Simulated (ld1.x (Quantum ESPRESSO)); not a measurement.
# How the radius of the p waves shapes a TM potential for F, part 1 of 2

One potential is built and tested. Then the radius of the p waves is changed, to learn what it costs or gains.

Method: ld1.x (Quantum ESPRESSO) 7.5, PBE, scalar-relativistic.

## 1. Settings

Typed settings, in words:

* element: fluorine (F, Z = 9)
* type: norm-conserving Troullier–Martins (Kleinman–Bylander form)
* frozen core: [He]
* valence charge: 7
* reference configuration: 2s2 2p5
* partial waves: 2p (bound): rc 1.05 bohr; 2s (bound): rc 0.70 bohr
* local potential: the s channel
* core correction: Bessel-smoothed model core inside 0.50 bohr

The nodes and maxima of the atom's own shells, from an earlier all-electron run, set the scale for the radii.

All-electron outer shells of the reference configuration (PBE, scalar-relativistic, ld1.x):

| shell | level (eV) | outermost node (bohr) | outermost maximum (bohr) |
| --- | --- | --- | --- |
| 1s | -663.37 | – | 0.11 |
| 2s | -29.90 | 0.24 | 0.76 |
| 2p | -11.11 | – | 0.71 |

## 2. The first potential

F.in

```
 &input
   title='F', zed=9., rel=1, dft='PBE', iswitch=3,
   config='[He] 2s2 2p5',
   nld=2, rlderiv=1.15, eminld=-4.0, emaxld=5.0, deld=0.02
 /
 &inputp
   pseudotype=2, tm=.true., lloc=0,
   nlcc=.true., new_core_ps=.true., rcore=0.50,
   file_pseudopw='F.UPF', file_wfcaegen='ae.wfc', file_wfcncgen='nc.wfc', file_beta='beta', file_chi='chi'
 /
2
2P  2  1   5.00   0.00  1.05  1.05  0.0
2S  1  0   2.00   0.00  0.70  0.70  0.0
 &test
   configts(1)='2s2 2p5'
 /
```

The run is started by

```console
$ ld1.x < F.in > F.out
```

Output in F.out (without the banner and most projector matrices):

```text
     Program LD1 v.7.5
     --------------------------- All-electron run ----------------------------

     F
     scalar relativistic calculation

     atomic number is  9.00
     dft =PBE   lsd =0 sic =0 latt =0  beta=0.20 tr2=1.0E-14
     Exchange-correlation= PBE
                           (   1   4   3   4   0   0   0)
     mesh =1105 r(mesh) =  99.76081 a.u. xmin = -7.00 dx = 0.01250
     1 Ry =  13.60569312 eV, c = 137.03599908

     n l     nl                  e(Ry)          e(Ha)          e(eV)
     1 0     1S 1( 2.00)       -48.7570       -24.3785      -663.3734
     2 0     2S 1( 2.00)        -2.1976        -1.0988       -29.8996
     2 1     2P 1( 5.00)        -0.8167        -0.4083       -11.1117

     final scf error:  6.3E-15 reached in  26 iterations

     Etot =    -199.489330 Ry,     -99.744665 Ha,   -2714.190600 eV

     Ekin =     199.322998 Ry,      99.661499 Ha,    2711.927538 eV
     Encl =    -477.724055 Ry,    -238.862027 Ha,   -6499.766885 eV
     Eh   =      99.339620 Ry,      49.669810 Ha,    1351.584389 eV
     Exc  =     -20.427893 Ry,     -10.213946 Ha,    -277.935642 eV

     normalization and overlap integrals

     s(1S/1S) =  1.000000  <r> =   0.1763  <r2> =    0.0420  r(max) =   0.1139
     s(2S/2S) =  1.000000  <r> =   1.0034  <r2> =    1.2282  r(max) =   0.7617
     s(2P/2P) =  1.000000  <r> =   1.1050  <r2> =    1.6384  r(max) =   0.7066

     ------------------------ End of All-electron run ------------------------

     --------------------- Generating NC pseudopotential ---------------------

      Generating local pot.: lloc=0, matching radius rcloc =   0.7000

      Computing core charge for nlcc:

       r > 0.50 : true rho core
      Core charge pseudized with two Bessel functions
      Integrated core pseudo-charge :   0.45

      Wfc   2P  rcut= 1.054  Using Troullier-Martins method

     ------------------- End of pseudopotential generation -------------------

     [... the all-electron block is printed once more ...]


     Computing logarithmic derivative in   1.14344
     Computing logarithmic derivative in   1.14344
     Computing the partial wave expansion
       no projector for channel:   0
     R is outside the sphere for l=    1 j= 0.00

     ---------------------- Testing the pseudopotential ----------------------

     F
     scalar relativistic calculation

     atomic number is  9.00   valence charge is  7.00
     dft =PBE   lsd =0 sic =0 latt =0  beta=0.20 tr2=1.0E-14
     mesh =1105 r(mesh) =  99.76081 xmin = -7.00 dx = 0.01250

     n l     nl             e AE (Ry)        e PS (Ry)    De AE-PS (Ry)
     1 0     2S   1( 2.00)       -2.19758       -2.19765        0.00007
     2 1     2P   1( 5.00)       -0.81670       -0.81671        0.00002

     eps = 8.7E-15  iter = 20

     Etot =    -199.489330 Ry,     -99.744665 Ha,   -2714.190600 eV
     Etotps =   -49.073571 Ry,     -24.536786 Ha,    -667.679953 eV

     Ekin =      35.153418 Ry,      17.576709 Ha,     478.286616 eV
     Encl =    -100.806889 Ry,     -50.403445 Ha,   -1371.547602 eV
     Ehrt =      42.242262 Ry,      21.121131 Ha,     574.735255 eV
     Ecxc =     -10.200699 Ry,      -5.100350 Ha,    -138.787581 eV
     (Ecc =      -0.927704 Ry,      -0.463852 Ha,     -12.622053 eV)
     Epseu=     -15.461663 Ry,      -7.730831 Ha,    -210.366640 eV

     ---------------------- End of pseudopotential test ----------------------
```

Wall time 1.8 s (1 thread, shared host). (Generation and the later configuration tests together.)

All-electron and pseudo partial waves u(r) = r·R(r), from the program's wave files:

| r (bohr) | 2s AE | 2s PS | 2p AE | 2p PS |
| --- | --- | --- | --- | --- |
| 0.053 | -0.3932 | 0.0595 | 0.0476 | 0.0208 |
| 0.105 | -0.4444 | 0.1205 | 0.1498 | 0.0795 |
| 0.158 | -0.3260 | 0.1881 | 0.2742 | 0.1725 |
| 0.210 | -0.1357 | 0.2623 | 0.3968 | 0.2873 |
| 0.262 | 0.0759 | 0.3463 | 0.5099 | 0.4143 |
| 0.315 | 0.2845 | 0.4429 | 0.6105 | 0.5443 |
| 0.368 | 0.4711 | 0.5488 | 0.6949 | 0.6638 |
| 0.420 | 0.6268 | 0.6569 | 0.7622 | 0.7625 |
| 0.473 | 0.7560 | 0.7631 | 0.8157 | 0.8395 |
| 0.525 | 0.8545 | 0.8546 | 0.8545 | 0.8909 |
| 0.578 | 0.9287 | 0.9281 | 0.8818 | 0.9210 |
| 0.630 | 0.9786 | 0.9785 | 0.8979 | 0.9328 |
| 0.683 | 1.0096 | 1.0096 | 0.9053 | 0.9317 |
| 0.735 | 1.0238 | 1.0238 | 0.9051 | 0.9224 |
| 0.788 | 1.0245 | 1.0245 | 0.8986 | 0.9081 |
| 0.840 | 1.0144 | 1.0144 | 0.8873 | 0.8915 |
| 0.893 | 0.9955 | 0.9955 | 0.8718 | 0.8731 |
| 0.945 | 0.9703 | 0.9703 | 0.8536 | 0.8538 |
| 0.998 | 0.9396 | 0.9396 | 0.8325 | 0.8325 |
| 1.050 | 0.9058 | 0.9058 | 0.8102 | 0.8102 |
| 1.102 | 0.8697 | 0.8697 | 0.7865 | 0.7865 |
| 1.155 | 0.8312 | 0.8312 | 0.7616 | 0.7616 |
| 1.208 | 0.7918 | 0.7918 | 0.7362 | 0.7362 |
| 1.260 | 0.7530 | 0.7530 | 0.7110 | 0.7110 |
| 1.313 | 0.7137 | 0.7137 | 0.6853 | 0.6853 |
| 1.365 | 0.6757 | 0.6757 | 0.6602 | 0.6602 |

## 3. Transferability test

F.test.in

```
 &input
   title='F', zed=9., rel=1, dft='PBE', iswitch=2,
   config='[He] 2s2 2p5'
 /
 &test
   file_pseudo='F.UPF', nconf=8,
   configts(1)='2s2 2p5',
   configts(2)='2s2 2p4',
   configts(3)='2s2 2p3',
   configts(4)='2s2 2p2',
   configts(5)='2s2 2p4.5',
   configts(6)='2s1 2p6',
   configts(7)='2s2 2p5.3',
   configts(8)='2s1 2p5'
 /
```

The run is started by

```console
$ ld1.x < F.test.in > F.test.out
```

F.test.out, the pseudopotential blocks:

```text
     ---------------------- Testing the pseudopotential ----------------------

     F
     scalar relativistic calculation

     atomic number is  9.00   valence charge is  7.00
     dft =PBE   lsd =0 sic =0 latt =0  beta=0.20 tr2=1.0E-14
     mesh =1105 r(mesh) =  99.76081 xmin = -7.00 dx = 0.01250

     n l     nl             e AE (Ry)        e PS (Ry)    De AE-PS (Ry)
     1 0     2S   1( 2.00)       -2.19758       -2.19765        0.00007
     2 1     2P   1( 5.00)       -0.81670       -0.81671        0.00002

     eps = 8.4E-15  iter = 21

     Etot =    -199.489330 Ry,     -99.744665 Ha,   -2714.190600 eV
     Etotps =   -49.073571 Ry,     -24.536786 Ha,    -667.679953 eV

     Ekin =      35.153418 Ry,      17.576709 Ha,     478.286617 eV
     Encl =    -100.806890 Ry,     -50.403445 Ha,   -1371.547603 eV
     Ehrt =      42.242262 Ry,      21.121131 Ha,     574.735256 eV
     Ecxc =     -10.200699 Ry,      -5.100350 Ha,    -138.787582 eV
     (Ecc =      -0.927704 Ry,      -0.463852 Ha,     -12.622053 eV)
     Epseu=     -15.461663 Ry,      -7.730831 Ha,    -210.366641 eV

     ---------------------- End of pseudopotential test ----------------------

     ---------------------- Testing the pseudopotential ----------------------

     F
     scalar relativistic calculation

     atomic number is  9.00   valence charge is  7.00
     dft =PBE   lsd =0 sic =0 latt =0  beta=0.20 tr2=1.0E-14
     mesh =1105 r(mesh) =  99.76081 xmin = -7.00 dx = 0.01250

     n l     nl             e AE (Ry)        e PS (Ry)    De AE-PS (Ry)
     1 0     2S   1( 2.00)       -3.48292       -3.48406        0.00114
     2 1     2P   1( 4.00)       -2.08065       -2.07986       -0.00079

     eps = 7.8E-16  iter = 14

     Etot =    -198.064175 Ry,     -99.032088 Ha,   -2694.800384 eV
     Etotps =   -47.648531 Ry,     -23.824265 Ha,    -648.291285 eV
     dEtot_ae =       1.425155 Ry
     dEtot_ps =       1.425041 Ry,   Delta E=       0.000114 Ry

     Ekin =      32.892227 Ry,      16.446113 Ha,     447.521541 eV
     Encl =     -90.666656 Ry,     -45.333328 Ha,   -1233.582700 eV
     Ehrt =      33.695823 Ry,      16.847912 Ha,     458.455034 eV
     Ecxc =      -9.168127 Ry,      -4.584063 Ha,    -124.738720 eV
     (Ecc =      -0.927704 Ry,      -0.463852 Ha,     -12.622053 eV)
     Epseu=     -14.401798 Ry,      -7.200899 Ha,    -195.946440 eV

     ---------------------- End of pseudopotential test ----------------------

     ---------------------- Testing the pseudopotential ----------------------

     F
     scalar relativistic calculation

     atomic number is  9.00   valence charge is  7.00
     dft =PBE   lsd =0 sic =0 latt =0  beta=0.20 tr2=1.0E-14
     mesh =1105 r(mesh) =  99.76081 xmin = -7.00 dx = 0.01250

     n l     nl             e AE (Ry)        e PS (Ry)    De AE-PS (Ry)
     1 0     2S   1( 2.00)       -4.99731       -4.99834        0.00102
     2 1     2P   1( 3.00)       -3.60167       -3.59572       -0.00595  !

     eps = 8.4E-16  iter =  9

     Etot =    -195.242940 Ry,     -97.621470 Ha,   -2656.415526 eV
     Etotps =   -44.829954 Ry,     -22.414977 Ha,    -609.942593 eV
     dEtot_ae =       4.246390 Ry
     dEtot_ps =       4.243618 Ry,   Delta E=       0.002772 Ry

     Ekin =      28.992299 Ry,      14.496149 Ha,     394.460322 eV
     Encl =     -78.473071 Ry,     -39.236536 Ha,   -1067.680523 eV
     Ehrt =      25.002431 Ry,      12.501216 Ha,     340.175405 eV
     Ecxc =      -7.901988 Ry,      -3.950994 Ha,    -107.512023 eV
     (Ecc =      -0.927704 Ry,      -0.463852 Ha,     -12.622053 eV)
     Epseu=     -12.449625 Ry,      -6.224812 Ha,    -169.385775 eV

     ---------------------- End of pseudopotential test ----------------------

     ---------------------- Testing the pseudopotential ----------------------

     F
     scalar relativistic calculation

     atomic number is  9.00   valence charge is  7.00
     dft =PBE   lsd =0 sic =0 latt =0  beta=0.20 tr2=1.0E-14
     mesh =1105 r(mesh) =  99.76081 xmin = -7.00 dx = 0.01250

     n l     nl             e AE (Ry)        e PS (Ry)    De AE-PS (Ry)
     1 0     2S   1( 2.00)       -6.70364       -6.69984       -0.00380
     2 1     2P   1( 2.00)       -5.34782       -5.32593       -0.02189  !

     eps = 2.6E-15  iter =  7

     Etot =    -190.786158 Ry,     -95.393079 Ha,   -2595.777923 eV
     Etotps =   -40.385650 Ry,     -20.192825 Ha,    -549.474763 eV
     dEtot_ae =       8.703171 Ry
     dEtot_ps =       8.687921 Ry,   Delta E=       0.015250 Ry

     Ekin =      23.338841 Ry,      11.669421 Ha,     317.541113 eV
     Encl =     -64.662182 Ry,     -32.331091 Ha,    -879.773807 eV
     Ehrt =      16.868913 Ry,       8.434457 Ha,     229.513260 eV
     Ecxc =      -6.470021 Ry,      -3.235010 Ha,     -88.029118 eV
     (Ecc =      -0.927704 Ry,      -0.463852 Ha,     -12.622053 eV)
     Epseu=      -9.461202 Ry,      -4.730601 Ha,    -128.726211 eV

     ---------------------- End of pseudopotential test ----------------------

     ---------------------- Testing the pseudopotential ----------------------

     F
     scalar relativistic calculation

     atomic number is  9.00   valence charge is  7.00
     dft =PBE   lsd =0 sic =0 latt =0  beta=0.20 tr2=1.0E-14
     mesh =1105 r(mesh) =  99.76081 xmin = -7.00 dx = 0.01250

     n l     nl             e AE (Ry)        e PS (Ry)    De AE-PS (Ry)
     1 0     2S   1( 2.00)       -2.80814       -2.80874        0.00061
     2 1     2P   1( 4.50)       -1.41356       -1.41344       -0.00012

     eps = 8.9E-15  iter = 17

     Etot =    -198.934914 Ry,     -99.467457 Ha,   -2706.647396 eV
     Etotps =   -48.519126 Ry,     -24.259563 Ha,    -660.136335 eV
     dEtot_ae =       0.554415 Ry
     dEtot_ps =       0.554446 Ry,   Delta E=      -0.000030 Ry

     Ekin =      34.219318 Ry,      17.109659 Ha,     465.577541 eV
     Encl =     -96.028558 Ry,     -48.014279 Ha,   -1306.535093 eV
     Ehrt =      38.042284 Ry,      19.021142 Ha,     517.591648 eV
     Ecxc =      -9.718592 Ry,      -4.859296 Ha,    -132.228186 eV
     (Ecc =      -0.927704 Ry,      -0.463852 Ha,     -12.622053 eV)
     Epseu=     -15.033578 Ry,      -7.516789 Ha,    -204.542246 eV

     ---------------------- End of pseudopotential test ----------------------

     ---------------------- Testing the pseudopotential ----------------------

     F
     scalar relativistic calculation

     atomic number is  9.00   valence charge is  7.00
     dft =PBE   lsd =0 sic =0 latt =0  beta=0.20 tr2=1.0E-14
     mesh =1105 r(mesh) =  99.76081 xmin = -7.00 dx = 0.01250

     n l     nl             e AE (Ry)        e PS (Ry)    De AE-PS (Ry)
     1 0     2S   1( 1.00)       -2.23280       -2.23142       -0.00138
     2 1     2P   1( 6.00)       -0.84819       -0.84891        0.00072

     eps = 7.1E-15  iter = 19

     Etot =    -198.106554 Ry,     -99.053277 Ha,   -2695.376983 eV
     Etotps =   -47.691832 Ry,     -23.845916 Ha,    -648.880430 eV
     dEtot_ae =       1.382775 Ry
     dEtot_ps =       1.381739 Ry,   Delta E=       0.001036 Ry

     Ekin =      39.376842 Ry,      19.688421 Ha,     535.749234 eV
     Encl =    -100.260783 Ry,     -50.130391 Ha,   -1364.117441 eV
     Ehrt =      41.996022 Ry,      20.998011 Ha,     571.384981 eV
     Ecxc =     -10.160662 Ry,      -5.080331 Ha,    -138.242854 eV
     (Ecc =      -0.927704 Ry,      -0.463852 Ha,     -12.622053 eV)
     Epseu=     -18.643251 Ry,      -9.321625 Ha,    -253.654351 eV

     ---------------------- End of pseudopotential test ----------------------

     ---------------------- Testing the pseudopotential ----------------------

     F
     scalar relativistic calculation

     atomic number is  9.00   valence charge is  7.00
     dft =PBE   lsd =0 sic =0 latt =0  beta=0.20 tr2=1.0E-14
     mesh =1105 r(mesh) =  99.76081 xmin = -7.00 dx = 0.01250

     n l     nl             e AE (Ry)        e PS (Ry)    De AE-PS (Ry)
     1 0     2S   1( 2.00)       -1.86725       -1.86707       -0.00019
     2 1     2P   1( 5.30)       -0.49676       -0.49675       -0.00001

     eps = 5.8E-16  iter = 18

     Etot =    -199.685554 Ry,     -99.842777 Ha,   -2716.860368 eV
     Etotps =   -49.269817 Ry,     -24.634908 Ha,    -670.350009 eV
     dEtot_ae =      -0.196224 Ry
     dEtot_ps =      -0.196246 Ry,   Delta E=       0.000021 Ry

     Ekin =      35.532573 Ry,      17.766286 Ha,     483.445279 eV
     Encl =    -103.349018 Ry,     -51.674509 Ha,   -1406.135027 eV
     Ehrt =      44.626769 Ry,      22.313384 Ha,     607.178118 eV
     Ecxc =     -10.451202 Ry,      -5.225601 Ha,    -142.195845 eV
     (Ecc =      -0.927704 Ry,      -0.463852 Ha,     -12.622053 eV)
     Epseu=     -15.628938 Ry,      -7.814469 Ha,    -212.642535 eV

     ---------------------- End of pseudopotential test ----------------------

     ---------------------- Testing the pseudopotential ----------------------

     F
     scalar relativistic calculation

     atomic number is  9.00   valence charge is  7.00
     dft =PBE   lsd =0 sic =0 latt =0  beta=0.20 tr2=1.0E-14
     mesh =1105 r(mesh) =  99.76081 xmin = -7.00 dx = 0.01250

     n l     nl             e AE (Ry)        e PS (Ry)    De AE-PS (Ry)
     1 0     2S   1( 1.00)       -3.49542       -3.49631        0.00088
     2 1     2P   1( 5.00)       -2.08974       -2.09155        0.00181

     eps = 9.8E-17  iter = 11

     Etot =    -196.660171 Ry,     -98.330085 Ha,   -2675.697932 eV
     Etotps =   -46.244047 Ry,     -23.122024 Ha,    -629.182318 eV
     dEtot_ae =       2.829159 Ry
     dEtot_ps =       2.829524 Ry,   Delta E=      -0.000365 Ry

     Ekin =      37.544480 Ry,      18.772240 Ha,     510.818677 eV
     Encl =     -90.308910 Ry,     -45.154455 Ha,   -1228.715310 eV
     Ehrt =      33.614062 Ry,      16.807031 Ha,     457.342607 eV
     Ecxc =      -9.158227 Ry,      -4.579113 Ha,    -124.604026 eV
     (Ecc =      -0.927704 Ry,      -0.463852 Ha,     -12.622053 eV)
     Epseu=     -17.935453 Ry,      -8.967726 Ha,    -244.024266 eV

     ---------------------- End of pseudopotential test ----------------------
```

Energies count from the reference configuration 2s2 2p5; the error is all-electron less pseudo. The frozen-core shift comes from a second all-electron run, not shown, with the core orbitals held at their reference shape; it is that run's ΔE less the relaxed one.

| valence configuration | charge | ΔE all-electron (eV) | error AE − PS (meV) | frozen-core shift (meV) |
| --- | --- | --- | --- | --- |
| 2s2 2p4 | +1 | 19.390 | +1.6 | +0.1 |
| 2s2 2p3 | +2 | 57.775 | +38 | +0.8 |
| 2s2 2p2 | +3 | 118.413 | +207 | +4.3 |
| 2s2 2p4.5 | +0.5 | 7.543 | -0.4 | 0.0 |
| 2s1 2p6 | 0 | 18.814 | +14 | +0.4 |
| 2s2 2p5.3 | -0.3 | -2.670 | +0.3 | 0.0 |
| 2s1 2p5 | +1 | 38.493 | -5.0 | +0.6 |

## 4. Scattering by logarithmic derivatives

Taken from the files of the generation run. The phase is arctan(r·u′/u) with u = r·R, unwrapped, with energies in Ry. A pole is an energy at which the radial function vanishes at the test radius. The pseudo phase is shifted by a multiple of π to meet the all-electron one at the reference energy. Levels narrower than the energy grid can be missing from the poles. The last column is the largest difference on the grid between −1 and +1 Ry.

| channel | radius (bohr) | reference (Ry) | poles AE | poles PS | window around the reference with phases within 0.05 rad (Ry) | largest difference near zero (rad) |
| --- | --- | --- | --- | --- | --- | --- |
| s | 1.14 | -2.20 | 2.18 | 2.15 | the whole range | 0.001 |
| p | 1.14 | -0.82 | 2.59 | 2.63 | the whole range | 0.002 |

Phases (rad) along the scan:

| E (Ry) | p AE | p PS | s AE | s PS |
| --- | --- | --- | --- | --- |
| -4.00 | 0.982 | 0.984 | 0.447 | 0.446 |
| -3.52 | 0.908 | 0.909 | 0.162 | 0.161 |
| -3.04 | 0.804 | 0.805 | -0.196 | -0.197 |
| -2.56 | 0.652 | 0.653 | -0.555 | -0.555 |
| -2.08 | 0.421 | 0.422 | -0.841 | -0.842 |
| -1.60 | 0.078 | 0.079 | -1.046 | -1.046 |
| -1.12 | -0.352 | -0.352 | -1.189 | -1.189 |
| -0.64 | -0.744 | -0.744 | -1.291 | -1.292 |
| -0.16 | -1.022 | -1.022 | -1.368 | -1.368 |
| 0.32 | -1.206 | -1.205 | -1.427 | -1.427 |
| 0.80 | -1.331 | -1.329 | -1.474 | -1.475 |
| 1.28 | -1.419 | -1.417 | -1.513 | -1.514 |
| 1.76 | -1.486 | -1.483 | -1.546 | -1.547 |
| 2.24 | -1.539 | -1.535 | -1.574 | -1.576 |
| 2.72 | -1.582 | -1.578 | -1.599 | -1.601 |
| 3.20 | -1.619 | -1.614 | -1.622 | -1.624 |
| 3.68 | -1.651 | -1.646 | -1.643 | -1.645 |
| 4.16 | -1.681 | -1.674 | -1.663 | -1.665 |
| 4.64 | -1.709 | -1.701 | -1.681 | -1.685 |

## 5. Cutoff and ghost test in a Bessel basis

This step uses the generator's waves and projectors in a separate script. Basis: spherical Bessel functions vanishing at 20 bohr, q² up to the cutoff; potential fixed at the reference.

All-electron valence levels (Ry): 2p -0.8167, 2s -2.1976. The lowest levels of each channel (Ry) by cutoff; the last column sums, over occupied levels, occupation times the distance from the level at 400 Ry. A positive value at high cutoff is not a bound level.

| cutoff (Ry) | p #1 | s #1 | d #1 | f #1 | Σ f·Δε (mRy) |
| --- | --- | --- | --- | --- | --- |
| 8 | -0.0087 | -1.8747 | 0.0806 | 0.1213 | 4685.9 |
| 18 | -0.1590 | -1.9403 | 0.0806 | 0.1213 | 3803.3 |
| 35 | -0.4545 | -2.0230 | 0.0806 | 0.1213 | 2160.1 |
| 55 | -0.6738 | -2.1352 | 0.0806 | 0.1213 | 839.2 |
| 80 | -0.7928 | -2.1825 | 0.0806 | 0.1213 | 150.0 |
| 120 | -0.8161 | -2.1928 | 0.0806 | 0.1213 | 12.8 |
| 160 | -0.8163 | -2.1936 | 0.0806 | 0.1213 | 9.9 |
| 200 | -0.8166 | -2.1959 | 0.0806 | 0.1213 | 3.8 |
| 260 | -0.8167 | -2.1974 | 0.0806 | 0.1213 | 0.4 |
| 350 | -0.8167 | -2.1975 | 0.0806 | 0.1213 | 0.1 |
| 400 | -0.8167 | -2.1976 | 0.0806 | 0.1213 | 0.0 |

The sum stays within 10 mRy from 160 Ry and within 1 mRy from 260 Ry. The sum leaves out empty levels, which can need more. Ghost test: no level below the all-electron spectrum of its channel (p, s, d, f tested).

(Continued in part 2 of 2.)
